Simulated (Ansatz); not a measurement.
What does this script print? It uses Ansatz's Python interface.

`scan_alclgeh4.py`:
```python
"""Stretching a bond of AlClGeH4, the rest held rigid."""

import ansatz as az
from ase import Atoms
import numpy as np

atoms = Atoms(["Cl", "Al", "Ge", "H", "H", "H", "H"], positions=[
    [-2.6076, -1.5795, -0.1372],
    [-0.4845, -1.2616, 0.1312],
    [0.471, 0.9651, -0.1004],
    [0.5203, -2.5016, 0.4744],
    [0.2381, 1.4999, -1.531],
    [-0.135, 1.9303, 0.9563],
    [2.059, 0.8794, 0.161],
])
mol = az.Crystal.molecule_from_ase(atoms)

symbols = [site.symbol for site in mol.cartesian_sites]
start = np.array([site.position_ang for site in mol.cartesian_sites])
axis = (start[4] - start[2]) / np.linalg.norm(start[4] - start[2])
moving = [4]
lengths, energies = [1.31, 1.42, 1.54, 1.7, 1.93, 2.32, 2.78, 3.4], []
for length in lengths:
    xyz = start.copy()
    xyz[moving] += (length - np.linalg.norm(start[4] - start[2])) * axis
    point = az.Crystal.molecule()
    for symbol, place in zip(symbols, xyz):
        point = point.atom(symbol, place.tolist())
    model = (
        point.calculation()
        .basis(gaussian="def2-SVP")  # the orbital basis, by name
        .functional("r2scan0")
    )
    summary = model.run().report
    energies.append(summary["free_energy_ev"])
    print(f"r = {length:6.3f} A  E = {energies[-1]:.5f} eV  <S^2> = {abs(summary['mean_field']['state']['spin_squared']):.3f}")

print("energy above the lowest point (eV):", [round(e - min(energies), 3) for e in energies])
```

Running `python scan_alclgeh4.py` prints:
```text
r =  1.310 A  E = -75688.42951 eV  <S^2> = 0.000
r =  1.420 A  E = -75688.90378 eV  <S^2> = 0.000
r =  1.540 A  E = -75689.03219 eV  <S^2> = 0.000
r =  1.700 A  E = -75688.83809 eV  <S^2> = 0.000
r =  1.930 A  E = -75688.21965 eV  <S^2> = 0.000
r =  2.320 A  E = -75686.98007 eV  <S^2> = 0.000
r =  2.780 A  E = -75685.72997 eV  <S^2> = 0.000
r =  3.400 A  E = -75684.57692 eV  <S^2> = 0.000
energy above the lowest point (eV): [0.603, 0.128, 0.0, 0.194, 0.813, 2.052, 3.302, 4.455]
```

What to keep in mind:
- Total energies depend on the basis set; only differences at equal settings carry meaning.
- The rest of the molecule is held rigid at a force-field or estimated start geometry, and the basis set is modest; single-reference methods fail as a bond breaks.
- The orbitals are restricted, so S² is zero by construction.
- Toward dissociation an unrestricted state can lie under the restricted one, by tenths of an eV for polar bonds under a functional and by 1 to 2 eV or more for others.
- Timing: 42 s on 1 thread of Arm Neoverse V1 (shared host), peak memory 0.26 GiB.
